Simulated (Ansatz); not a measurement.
Write a Python script for Ansatz 0.2.0, Python API that makes energies of removing a hydrogen of H₇NO₂Si₂, SMILES O[SiH2]N[SiH2]O. Settings (for the species named): r2scan0, 6-31G* basis, multiplicity 1.

```xyz
12

O    -2.1429   -1.5892   -0.1799
Si   -0.5960   -1.3117    0.1362
N    -0.4277    0.3278   -0.2373
Si    1.2834    0.7603    0.0724
O     1.2223    2.3467   -0.3250
H    -2.7709   -0.8353    0.1575
H     0.2558   -2.1333   -0.7645
H    -0.3128   -1.5450    1.5644
H    -0.5574    0.4594   -1.1754
H     1.5366    0.5939    1.5306
H     2.1007    0.0150   -0.8110
H     0.4860    2.8561    0.0659
```

The script, `h7no2si2_bde.py`:
```python
# -*- coding: utf-8 -*-
import logging
import sys

import ansatz

logging.basicConfig(stream=sys.stdout, format="%(levelname)s %(message)s")
logger = logging.getLogger("h7no2si2")
logger.setLevel(logging.INFO)


def energy_of(molecule, charge=0, unpaired=0):
    calc = (
        molecule.calculation()
        .basis(gaussian="6-31G*")
        .functional("R2SCAN0")
    )
    if charge:
        calc = calc.charge(charge)
    if unpaired:
        calc = calc.spin("collinear", total=unpaired)
    return calc.run(threads=1).report["free_energy_ev"]

def without(molecule, index):
    rest = ansatz.Crystal.molecule()
    for i, site in enumerate(molecule.cartesian_sites):
        if i != index:
            rest = rest.atom(site.symbol, site.position_ang)
    return rest


def main():
    geometry_ang = [
        ("O", (-2.1429, -1.5892, -0.1799)),
        ("Si", (-0.596, -1.3117, 0.1362)),
        ("N", (-0.4277, 0.3278, -0.2373)),
        ("Si", (1.2834, 0.7603, 0.0724)),
        ("O", (1.2223, 2.3467, -0.325)),
        ("H", (-2.7709, -0.8353, 0.1575)),
        ("H", (0.2558, -2.1333, -0.7645)),
        ("H", (-0.3128, -1.545, 1.5644)),
        ("H", (-0.5574, 0.4594, -1.1754)),
        ("H", (1.5366, 0.5939, 1.5306)),
        ("H", (2.1007, 0.015, -0.811)),
        ("H", (0.486, 2.8561, 0.0659)),
    ]
    molecule = ansatz.Crystal.molecule()
    for symbol, xyz in geometry_ang:
        molecule = molecule.atom(symbol, xyz)

    whole = energy_of(molecule, 0)
    hydrogen = energy_of(ansatz.Crystal.molecule().atom("H", (0, 0, 0)), 0, 1)
    logger.info(f"E(molecule) = {whole:.5f} eV, E(H) = {hydrogen:.5f} eV")
    for index in [11, 10, 8]:
        radical = energy_of(without(molecule, index), 0, 1)
        logger.info(f"H{index}: homolysis {96.485332 * (radical + hydrogen - whole):.1f} kJ/mol")


if __name__ == "__main__":
    main()
```

```console
$ python h7no2si2_bde.py
INFO E(molecule) = -21449.27121 eV, E(H) = -13.55743 eV
INFO H11: homolysis 477.2 kJ/mol
INFO H10: homolysis 386.1 kJ/mol
INFO H8: homolysis 444.3 kJ/mol
```

Total energies depend on the basis set; only differences at equal settings carry meaning. The geometry is a force-field or estimated start, not a minimum of this method, and the basis set is short of its limit. All parts are taken at fixed geometry, without zero-point energy. It ran for 72 s on 1 thread of Arm Neoverse V1, on a shared host, peak memory 0.4 GiB.
